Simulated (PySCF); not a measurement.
**ReO₂⁻: one geometry, many levels of theory**

How much do the numbers for ReO₂⁻ (singlet) hang on the method? All levels run at one geometry, the PBE0 minimum.

Program: PySCF 2.14.0. Level of theory: several methods, basis Re def2-SVPD with ECP60, O def2-SVPD, scalar-relativistic core potentials, no spin–orbit coupling, density fitting. These are calculated values, not measurements.

## Step 1: Where the work starts

3 atoms, charge -1, spin multiplicity 1.

Bond lengths: Re1–O2 1.719 Å, Re1–O3 1.719 Å. Angles: O2–Re1–O3 126.4°.

```xyz
3
charge -1 multiplicity 1
Re   -0.1125   -0.0089    0.0000
O     0.6599    0.0519    1.5349
O     0.6599    0.0519   -1.5349
```

## Step 2: PBE0

One driver script runs all steps and calls PySCF; scf.py shows the equivalent input of each level. Each SCF starts from the density of the minimum. The driver also runs the species with one electron less or more at the same geometry (one less: multiplicity 2); their logs are not shown.

File scf.py:

```python
from pyscf import gto, scf, dft
mol = gto.M(atom='''
Re    -0.112537    -0.008850    -0.000000
O      0.659865     0.051893     1.534938
O      0.659865     0.051893    -1.534938''',
    basis={'Re': 'def2-SVPD', 'O': 'def2-SVPD'},
    ecp={'Re': 'def2-SVPD'},
    charge=-1, spin=0)
mf = dft.RKS(mol, xc='PBE0')
mf.grids.atom_grid = (99, 590)
aux = {'Re': 'def2-universal-JKFIT', 'O': 'def2-universal-JKFIT'}
mf = mf.density_fit(auxbasis=aux)
mf.kernel()
```

## Step 3: HF

scf.py: that of step 2 with these lines changed.

```diff
@@ -9,2 +9 @@
-mf = dft.RKS(mol, xc='PBE0')
-mf.grids.atom_grid = (99, 590)
+mf = scf.RHF(mol)
```

## Step 4: PBE

scf.py: that of step 3 with these lines changed.

```diff
@@ -9 +9,2 @@
-mf = scf.RHF(mol)
+mf = dft.RKS(mol, xc='PBE')
+mf.grids.atom_grid = (99, 590)
```

## Step 5: CCSD(T)

scf.py: that of step 4 with these lines changed.

```diff
@@ -9,2 +9 @@
-mf = dft.RKS(mol, xc='PBE')
-mf.grids.atom_grid = (99, 590)
+mf = scf.RHF(mol)
@@ -13,0 +13,3 @@
+from pyscf import cc
+mycc = cc.CCSD(mf, frozen=2).run()
+mycc.ccsd_t()
```

(Steps that only read results are left out.)

What does the calculation give? Wanted: vertical ionisation energy, CCSD(T); orbital gap, range; T1, D1; T1, D1 of the species with one electron less.

The runs gave:

```
                                    quantity                       value
         vertical ionisation energy, CCSD(T)                     1.98 eV
                          orbital gap, range  0.06 (PBE) to 8.63 (HF) eV
                                      T1, D1                0.035, 0.126
T1, D1 of the species with one electron less                0.067, 0.414
```

For the vertical ionisation energy, PBE0 comes nearest to CCSD(T) (+0.01 eV) and HF is farthest (-0.85 eV). In so small a basis CCSD(T) is itself short of its limit. The PBE orbital energy is a poor guide to ionisation (-1.0 eV, 3.0 eV too small); the difference of PBE energies gives 1.9 eV. T1 of the species with one electron less is large, so the CCSD(T) value that rests on it is in doubt and small misses rank nothing. Spin contamination is strong in at least one of the open-shell species at PBE0, HF, PBE, CCSD(T). The closed shell proved unstable towards spin polarisation, so a lower open-shell solution exists. With an element this heavy the missing spin–orbit coupling can shift these numbers.
